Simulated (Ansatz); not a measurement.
Set up this calculation in Ansatz 0.2.0, as the native input.

| Property | Result |
| --- | --- |
| Task | relaxation of the atoms |
| Functional | PBE |
| Potentials or basis | Ansatz PAW earlier set |
| Cutoff | 500 eV (not typed: the program's choice for these potentials) |
| k mesh | 10 × 10 × 1 |
| Occupations | fermi-dirac, width 0.05 eV |
| Spin | no spin polarisation |
| Boundary along the surface normal | dipole_correction |
| Atoms held (counted from 0) | [0, 1] |
| Miller | [1, 1, 0] |
| Bulk formula | Mo |

The system is Mo, a slab with vacuum.

```
Mo
1.0
     2.72105    0.00000    0.00000
    -0.90702    2.56543    0.00000
     0.00000    0.00000   23.88692
Mo
5
Cartesian
  0.9070 1.2827 7.5000
  0.0000 0.0000 9.7217
  0.9070 1.2827 11.9435
  0.0000 0.0000 14.1652
  0.9070 1.2827 16.3869
```

The slab is cut from a database's or a generator's crystal, which needn't be the stable form of the element.

The cell isn't the ideal one: the (1 1 0) slab of Mo, cut from the database cell, not relaxed.

The input as run:

input.yaml

```yaml
crystal:
  lattice:
    - [2.7210518187, 0.0, 0.0]
    - [-0.9070172729, 2.5654322573, 0.0]
    - [0.0, 0.0, 23.886918026]
  atoms:
    - { symbol: Mo, position: [0.5, 0.5, 0.3139793921] }
    - { symbol: Mo, position: [0.0, 0.0, 0.406989696] }
    - { symbol: Mo, position: [0.5, 0.5, 0.5] }
    - { symbol: Mo, position: [0.0, 0.0, 0.593010304] }
    - { symbol: Mo, position: [0.5, 0.5, 0.6860206079] }
hamiltonian:
  xc: pbe
  pseudopotentials: { kind: paw, source: ansatz }
kpoints:
  mp_grid: { grid: [10, 10, 1] }
scf:
  occupations: { method: fermi_dirac, width: 0.05 }
output:
  forces: true
  eigenvalues: true
  write_density: true
  write_potential: true
  elf: true
  volumetric_format: npy
relax:
  f_tol: 0.02
  max_steps: 40
  constraints: [{ sites: [0, 1] }]
efield:
  axis: 3
  dipole_correction: true
  ramp_width: 0.04
```

Potentials or basis: Ansatz PAW earlier set.

Run with:

```sh
$ ansatz run input.yaml --threads 4 --pin off --max-ram 11264MiB --backend cpu --events-out ev --progress --plain --runs-dir out
```

Results of the run:

```yaml
Energy_gained_by_relaxing: 4.7 meV/atom
Ionic_steps: 4
Largest_force_after_relaxing: 0.474 eV/Å
Band_gap_on_the_k_mesh: none (metal or under the smearing width)
Work_function_of_the_upper_face: 4.53 eV
Work_function_of_the_lower_face: 4.64 eV
Dipole_across_the_slab: 0.004 e·Å
```

It took 37 s on 4 threads of Arm Neoverse V2, with other jobs on the host, peak memory 0.66 GiB.
